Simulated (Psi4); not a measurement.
# SnNH3F (SMILES [NH2][SnH][F]): UB3LYP/def2-TZVP (core potential, sweep point 3)

What is the vertical doublet–quartet gap of SnNH3F at UB3LYP/def2-TZVP (core potential, sweep point 3)? 

The calculation is run with Psi4 1.11.

### Step 1. The system as given

The species is SnNH3F (6 atoms), meant as a doublet with charge 0. As SMILES, `[NH2][SnH][F]`. The shape is that of a PBE0-D4/def2-TZVP optimisation. This is one conformer, not always the lowest.

Bond lengths: N1–Sn2 2.034 Å, Sn2–F3 1.936 Å, N1–H4 1.014 Å, N1–H5 1.013 Å, Sn2–H6 1.745 Å. Angles: N1–Sn2–F3 98.5°, N1–Sn2–H6 108.0°, F3–Sn2–H6 104.2°, Sn2–N1–H4 112.9°, Sn2–N1–H5 116.2°, H4–N1–H5 108.3°.

### Step 2. A single-point energy at UB3LYP/def2-TZVP (core potential, sweep point 3)

job.inp

```
memory 1600 mb

molecule geom {
  0 2
  N     -0.572300     0.218600    -0.844500
  Sn     0.196000    -0.531800     0.883000
  F      2.076100    -0.368700     0.452600
  H     -0.046400    -0.061900    -1.664800
  H     -1.552900     0.032100    -1.016500
  H     -0.058500     0.647800     2.143900
  symmetry c1
}

set globals {
  basis def2-TZVP
  reference uks
  puream true
  scf_type pk
  dft_radial_points 99
  dft_spherical_points 590
  maxiter 100
}

E, wfn = energy('b3lyp', return_wfn=True)
print_variables()
```

Run with:

```console
$ psi4 job.inp job.out -n 1
```

job.out:

```text
[...]
    !!!  WARNING: ECP capability is in beta. Please check occupations closely.  !!!
[...]
  Running in c1 symmetry.
[...]
  Nuclear repulsion =  134.387417580254777
[...]
  Multiplicity = 2
[...]
  Nalpha       = 21
  Nbeta        = 20
[...]
    Number of basis functions: 130
[...]
 WARNING: Atomic UHF is not converging! Try casting from a smaller basis or call Rob at CCMST.
   -------------------------
[...]
   @UKS iter   1:  -370.31699100119772   -1.16632e+00   8.94579e-03 ADIIS/DIIS
[...]
   @UKS iter  11:  -370.85534106472750   -8.86642e-08   6.54484e-07 DIIS
[...]
   @S^2 Observed:                7.560912925E-01
[...]
    Orbital Energies [Eh]
    ---------------------
    Alpha Occupied:
       1A    -24.618483     2A    -14.325211     3A     -5.111111
       4A     -3.453088     5A     -3.451995     6A     -3.448979
       7A     -1.128572     8A     -1.040096     9A     -1.035129
      10A     -1.032758    11A     -1.032143    12A     -1.017713
      13A     -0.853948    14A     -0.516336    15A     -0.497197
      16A     -0.400768    17A     -0.387798    18A     -0.375154
      19A     -0.351970    20A     -0.313533    21A     -0.226483
    Alpha Virtual:
      22A     -0.030008    23A     -0.008253    24A      0.036807
      25A      0.056990    26A      0.082253    27A      0.092486
[...]
  @UKS Final Energy:  -370.85534106472750
   => Energetics <=
    Nuclear Repulsion Energy =            134.3874175802547768
    One-Electron Energy =                -860.4835446759885826
    Two-Electron Energy =                 384.9483133525686185
    DFT Exchange-Correlation Energy =     -29.7075273215623454
    Empirical Dispersion Energy =           0.0000000000000000
    VV10 Nonlocal Energy =                  0.0000000000000000
    Total Energy =                       -370.8553410647274973
[...]
 Multipole Moments:
 ------------------------------------------------------------------------------------
     Multipole            Electronic (a.u.)      Nuclear  (a.u.)        Total (a.u.)
 ------------------------------------------------------------------------------------
 L = 1.  Multiply by 2.5417464519 to convert [e a0] to [Debye]
 Dipole X            :         -7.5154944            6.2908715           -1.2246230
 Dipole Y            :         -9.4873482            9.0136100           -0.4737382
 Dipole Z            :         18.3797539          -18.5143214           -0.1345675
 Magnitude           :                                                    1.3199385
[...]
```

It took 47 s on 1 thread of Intel Xeon Platinum 8259CL at 2.50GHz (Skylake/Cascade Lake), shared host; peak memory 0.89 GiB.

### Step 3. The quartet

job.dat

```
memory 1600 mb

molecule mol {
  0 4
  N     -0.572300     0.218600    -0.844500
  Sn     0.196000    -0.531800     0.883000
  F      2.076100    -0.368700     0.452600
  H     -0.046400    -0.061900    -1.664800
  H     -1.552900     0.032100    -1.016500
  H     -0.058500     0.647800     2.143900
  symmetry c1
}

set {
  basis                def2-TZVP
  reference            uks
  puream               true
  scf_type             pk
  dft_radial_points    99
  dft_spherical_points 590
  maxiter              100
}

energy("b3lyp")
```

Run with:

```console
$ psi4 job.dat job.out -n 1
```

job.out:

```text
[...]
    !!!  WARNING: ECP capability is in beta. Please check occupations closely.  !!!
[...]
  Running in c1 symmetry.
[...]
  Nuclear repulsion =  134.387417580254777
[...]
  Multiplicity = 4
[...]
  Nalpha       = 22
  Nbeta        = 19
[...]
    Number of basis functions: 130
[...]
 WARNING: Atomic UHF is not converging! Try casting from a smaller basis or call Rob at CCMST.
   -------------------------
[...]
   @UKS iter   1:  -370.23219334175252   -1.08152e+00   7.51967e-03 ADIIS/DIIS
[...]
   @UKS iter  15:  -370.64200328010099   -2.50979e-08   3.51231e-07 DIIS
[...]
   @S^2 Observed:                3.756043312E+00
[...]
    Orbital Energies [Eh]
    ---------------------
    Alpha Occupied:
       1A    -24.635141     2A    -14.449410     3A     -5.124729
       4A     -3.467163     5A     -3.465745     6A     -3.462121
       7A     -1.144604     8A     -1.062401     9A     -1.051130
      10A     -1.047307    11A     -1.045378    12A     -1.032144
      13A     -0.965441    14A     -0.592442    15A     -0.563176
      16A     -0.464007    17A     -0.444271    18A     -0.406234
      19A     -0.389777    20A     -0.376999    21A     -0.258209
      22A     -0.092415
    Alpha Virtual:
      23A     -0.036479    24A      0.017401    25A      0.019219
[...]
  @UKS Final Energy:  -370.64200328010099
   => Energetics <=
    Nuclear Repulsion Energy =            134.3874175802547768
    One-Electron Energy =                -858.9755837272680310
    Two-Electron Energy =                 383.5987821420021078
    DFT Exchange-Correlation Energy =     -29.6526192750898474
    Empirical Dispersion Energy =           0.0000000000000000
    VV10 Nonlocal Energy =                  0.0000000000000000
    Total Energy =                       -370.6420032801009938
[...]
 Multipole Moments:
 ------------------------------------------------------------------------------------
     Multipole            Electronic (a.u.)      Nuclear  (a.u.)        Total (a.u.)
 ------------------------------------------------------------------------------------
 L = 1.  Multiply by 2.5417464519 to convert [e a0] to [Debye]
 Dipole X            :         -7.2650633            6.2908715           -0.9741919
 Dipole Y            :         -8.8313262            9.0136100            0.1822838
 Dipole Z            :         17.5430375          -18.5143214           -0.9712839
 Magnitude           :                                                    1.3876850
[...]
```

Wall time 62 s (1 thread of Intel Xeon Platinum 8259CL at 2.50GHz (Skylake/Cascade Lake), shared host); peak memory 0.89 GiB.

### Step 4. Outcome

Level: UB3LYP/def2-TZVP (core potential, sweep point 3).

```
                                        quantity          value
                           doublet: total energy  -370.85534 Eh
                          doublet: dipole moment         3.35 D
     doublet: HOMO energy (highest over α and β)       -6.16 eV
      doublet: LUMO energy (lowest over α and β)       -3.79 eV
                                   doublet: ⟨S²⟩          0.756
                           quartet: total energy  -370.64200 Eh
                          quartet: dipole moment         3.53 D
     quartet: HOMO energy (highest over α and β)       -2.51 eV
                                   quartet: ⟨S²⟩          3.756
vertical energy of the quartet above the doublet       5.805 eV
```

At this shape the quartet lies 5.81 eV (134 kcal/mol) above the doublet.
